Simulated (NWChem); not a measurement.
# CH5BClN (SMILES CNBCl): levels of theory compared

We compute a comparison of 3 runs (HF/STO-3G, HF/3-21G, B3LYP/6-31G*) of CH5BClN. 

The calculation is run with NWChem 7.3.0.

## (1) The structure to begin with

CH5BClN: 9 atoms, total charge 0, spin state singlet. SMILES: `CNBCl`. The coordinates come from a PBE0-D4/def2-TZVP relaxation. This is one conformer, not always the lowest.

Bond lengths: C1–N2 1.445 Å, N2–B3 1.381 Å, B3–Cl4 1.771 Å, C1–H5 1.094 Å, C1–H6 1.094 Å, C1–H7 1.090 Å, N2–H8 1.009 Å, B3–H9 1.192 Å. Some angles: C1–N2–B3 126.0°, N2–B3–Cl4 119.6°, C1–N2–H8 115.0°, B3–N2–H8 119.0°, N2–C1–H5 111.4°, N2–C1–H6 111.4°, N2–C1–H7 109.2°, N2–B3–H9 121.5°, Cl4–B3–H9 118.9°, H5–C1–H6 108.3°.

## (2) Energy and gradient at HF/STO-3G (run 1)

Contents of ch5bcln.xyz:

```xyz
9
CH5BClN
C      0.510100     0.482100    -0.973400
N     -0.407900    -0.226000    -0.111700
B     -0.261100    -0.415200     1.248200
Cl    -1.495300    -1.314500     2.144800
H      0.907000    -0.170400    -1.756500
H      0.027900     1.338900    -1.452800
H      1.346700     0.849900    -0.380000
H     -1.220500    -0.605500    -0.573900
H      0.681600     0.014200     1.838200
```

Contents of run.py:

```python
from ase.io import read
from ase.calculators.nwchem import NWChem

molecule = read('ch5bcln.xyz')

calc = NWChem(
    label='ch5bcln',
    theory='scf',
    memory='2200 mb',
    basis='STO-3G',
    basispar='spherical bse',
    scf={'nopen': '0', 'rhf': None, 'thresh': '1e-08', 'maxiter': '80'},
)
molecule.calc = calc

forces = molecule.get_forces()
e = molecule.get_potential_energy()
print(f"E = {e:.6f} eV")
print("forces (eV/A):")
for s, f in zip(molecule.symbols, forces):
    print(f"{s:2s} {f[0]:10.5f} {f[1]:10.5f} {f[2]:10.5f}")
print("dipole (e A):", molecule.get_dipole_moment().round(4))
```

On the command line:

```sh
$ export ASE_NWCHEM_COMMAND="nwchem PREFIX.nwi > PREFIX.nwo"
$ python run.py
```

The program printed:

```text
E = -15594.903303 eV
forces (eV/A):
C     0.89042    0.67239   -0.77647
N    -0.22158   -0.47956    1.73971
B     1.42105    0.87721   -0.25022
Cl   -0.52451   -0.37703    0.35594
H    -0.05950    0.03929    0.03636
H     0.00848   -0.07713    0.01260
H    -0.05219   -0.01795   -0.05970
H    -0.57834   -0.23407   -0.50841
H    -0.88384   -0.40315   -0.54975
dipole (e A): [ 0.2497  0.2686 -0.6103]
```

The calculator wrote ch5bcln.nwi:

```
title "ch5bcln"

permanent_dir ch5bcln

scratch_dir ch5bcln

start ch5bcln

geometry units angstrom nocenter noautosym noautoz
  C  5.1010000000000000e-01 4.8209999999999997e-01 -9.7340000000000004e-01
  N  -4.0789999999999998e-01 -2.2600000000000001e-01 -1.1169999999999999e-01
  B  -2.6110000000000000e-01 -4.1520000000000001e-01 1.2482000000000000e+00
  Cl -1.4953000000000001e+00 -1.3145000000000000e+00 2.1448000000000000e+00
  H  9.0700000000000003e-01 -1.7040000000000000e-01 -1.7565000000000000e+00
  H  2.7900000000000001e-02 1.3389000000000000e+00 -1.4528000000000001e+00
  H  1.3467000000000000e+00 8.4989999999999999e-01 -3.8000000000000000e-01
  H  -1.2204999999999999e+00 -6.0550000000000004e-01 -5.7389999999999997e-01
  H  6.8159999999999998e-01 1.4200000000000001e-02 1.8382000000000001e+00
end

memory 2200 mb

basis spherical bse noprint
   * library STO-3G
end

scf
  nopen 0
  rhf
  thresh 1e-08
  maxiter 80
end

task scf gradient
```

ch5bcln.nwo:

```text
Northwest Computational Chemistry Package (NWChem) 7.3.0
             --------------------------------------------------------

           Job information
           ---------------

    nwchem branch   = 7.3.0
    use scalapack   = T
    input           = ch5bcln.nwi
    prefix          = ch5bcln.
    data base       = ch5bcln/ch5bcln.db
    status          = startup
    nproc           =        1

           Memory information
           ------------------

[... 5 lines left out ...]
    hardfail = no
[... 137 lines left out ...]
         Quadratically convergent ROHF
[... 14 lines left out ...]
       Final RHF  results
[... 4 lines left out ...]
      Two-electron energy =    354.809980069868
[... 38 lines left out ...]
                       ROHF Final Molecular Orbital Analysis
[... 216 lines left out ...]
                 ----------------------------------------
                 |  Time  |  1-e(secs)   |  2-e(secs)   |
                 ----------------------------------------
                 |  CPU   |       0.00   |       0.53   |
                 ----------------------------------------
                 |  WALL  |       0.00   |       0.53   |
                 ----------------------------------------

 Task  times  cpu:        1.9s     wall:        1.9s
 Total times  cpu:        1.9s     wall:        1.9s
```

Wall time 3 s (1 thread of Intel Xeon Platinum 8375C at 2.90GHz (Ice Lake), shared host); peak memory 0.1 GiB.

## (3) Energy and forces at HF/3-21G (run 2)

Contents of ch5bcln.nw:

```
START ch5bcln
TITLE "CH5BClN"
memory total 2200 mb
charge 0
GEOMETRY units bohr noautosym nocenter noautoz
  C      0.96394930     0.91103696    -1.83945941
  N     -0.77081929    -0.42707810    -0.21108241
  B     -0.49340749    -0.78461429     2.35875615
  Cl    -2.82570747    -2.48404499     4.05308459
  H      1.71398160    -0.32200933    -3.31930394
  H      0.05272336     2.53015431    -2.74539411
  H      2.54489417     1.60607823    -0.71809593
  H     -2.30641074    -1.14422917    -1.08451382
  H      1.28803733     0.02683411     3.47369456
END
BASIS spherical bse
  * library 3-21G
END
SCF
  thresh 1e-08
  maxiter 80
END
TASK scf gradient
```

On the command line:

```sh
$ nwchem ch5bcln.nw > ch5bcln.out
```

The program printed:

```text
[...]
  functions       =    50
[...]
  wavefunction    = RHF
[...]
         Total SCF energy =   -576.626525910376
      One-electron energy =  -1070.405397187123
      Two-electron energy =    354.252138626018
 Nuclear repulsion energy =    139.526732650729
        Time for solution =      1.5s
[...]
                         RHF ENERGY GRADIENTS
    atom               coordinates                        gradient
                 x          y          z           x          y          z
   1 C       0.963949   0.911037  -1.839459   -0.016283  -0.012150   0.013443
   2 N      -0.770819  -0.427078  -0.211082    0.017140   0.009960   0.000015
   3 B      -0.493407  -0.784614   2.358756   -0.023289  -0.014236   0.003404
   4 Cl     -2.825707  -2.484045   4.053085    0.016577   0.012494  -0.014109
   5 H       1.713982  -0.322009  -3.319304    0.002551  -0.003739  -0.004890
   6 H       0.052723   2.530154  -2.745394   -0.002683   0.005241  -0.003082
   7 H       2.544894   1.606078  -0.718096    0.004468   0.001763   0.004132
   8 H      -2.306411  -1.144229  -1.084514   -0.004150  -0.002188  -0.001105
   9 H       1.288037   0.026834   3.473695    0.005670   0.002855   0.002192
[...]
```

Run time: 2.8 s. Hardware: 1 thread of Intel Xeon Platinum 8375C at 2.90GHz (Ice Lake), shared host; peak memory 0.099 GiB.

## (4) Energy and gradient at B3LYP/6-31G(d) (Cartesian functions) (run 3)

Contents of ch5bcln.nw:

```
start ch5bcln
title "CH5BClN"
memory stack 880 mb heap 220 mb global 1100 mb

geometry units angstrom noautosym nocenter noautoz
C        0.510100       0.482100      -0.973400
N       -0.407900      -0.226000      -0.111700
B       -0.261100      -0.415200       1.248200
Cl      -1.495300      -1.314500       2.144800
H        0.907000      -0.170400      -1.756500
H        0.027900       1.338900      -1.452800
H        1.346700       0.849900      -0.380000
H       -1.220500      -0.605500      -0.573900
H        0.681600       0.014200       1.838200
end

basis cartesian
* library 6-31G*
end

dft
xc b3lyp
grid xfine
convergence energy 1e-08
maxiter 100
mulliken
print medium
end

task dft gradient
```

On the command line:

```sh
$ nwchem ch5bcln.nw > ch5bcln.out
```

The program printed:

```text
[...]
          Wavefunction type:  closed shell.
          No. of atoms     :     9
          No. of electrons :    40
[...]
          Charge           :     0
          Spin multiplicity:     1
[...]
          AO basis - number of functions:    74
[...]
              XC Information
              --------------
                         B3LYP Method XC Potential
                     Hartree-Fock (Exact) Exchange  0.200
                        Slater Exchange Functional  0.800 local
                    Becke 1988 Exchange Functional  0.720 non-local
              Lee-Yang-Parr Correlation Functional  0.810
                  VWN I RPA Correlation Functional  0.190 local
[...]
 d= 0,ls=0.0,diis     1   -580.9463226691 -7.20D+02  1.06D-02  5.56D-01     3.4
[...]
 d= 0,ls=0.0,diis    10   -580.9988732838 -3.98D-10  2.12D-07  4.76D-10    28.8
         Total DFT energy =     -580.998873283823
      One electron energy =    -1074.397910927488
           Coulomb energy =      400.458955171729
    Exchange-Corr. energy =      -46.586660182010
 Nuclear repulsion energy =      139.526742653945
[...]
      Total Density - Mulliken Population Analysis
     ---------------------------------------------
    Atom       Charge   Shell Charges
 -----------   ------   -------------------------------------------------------
    1 C    6     6.31   1.99  0.68  2.12  0.58  0.89  0.04
    2 N    7     7.47   1.99  0.77  2.56  0.77  1.37  0.01
    3 B    5     4.82   1.99  0.56  1.48  0.32  0.38  0.10
    4 Cl  17    17.20   2.00  1.99  5.97  1.45  3.65  0.56  1.62 -0.03
    5 H    1     0.84   0.53  0.31
    6 H    1     0.84   0.53  0.31
    7 H    1     0.82   0.53  0.30
    8 H    1     0.67   0.51  0.16
    9 H    1     1.01   0.52  0.49
[...]
  wavefunction    = closed shell
[...]
```

Wall time 38 s (1 thread of Intel Xeon Platinum 8375C at 2.90GHz (Ice Lake), shared host); peak memory 0.14 GiB.

## (5) Overview of the runs

| run | level | Cartesian functions | iteration cap | energy (Eh) | dipole moment (D) | HOMO energy (eV) | LUMO energy (eV) | wall time |
| --- | --- | --- | --- | --- | --- | --- | --- | --- |
| 1 | HF/STO-3G | no | 80 | -573.102130 | 3.42 | -9.47 | 8.17 | 3 s |
| 2 | HF/3-21G | no | 80 | -576.626526 | 3.86 | -11.03 | 4.41 | 2.8 s |
| 3 | B3LYP/6-31G* (Cartesian functions) | yes | 100 | -580.998873 | 3.10 | -7.37 | 0.51 | 38 s |

## (6) Results

| quantity | value |
| --- | --- |
| run 3: total energy | -580.99887 Eh |
| run 3: dipole moment | 3.10 D |
| run 3: HOMO energy | -7.37 eV |
| run 3: LUMO energy | 0.51 eV |
| run 3: HOMO–LUMO gap | 7.88 eV |
| run 3: largest force on an atom | 0.445 eV/Å |

**Reading.** The dipole moment (its size) runs from 3.10 D (B3LYP/6-31G*) to 3.86 D (HF/3-21G). The two ends differ in method and basis. The HOMO–LUMO gap runs from 7.88 eV (B3LYP/6-31G*) to 17.64 eV (HF/STO-3G). In run 1 the basis is minimal, so the values are rough. All runs together took 43 s, the longest 38 s.
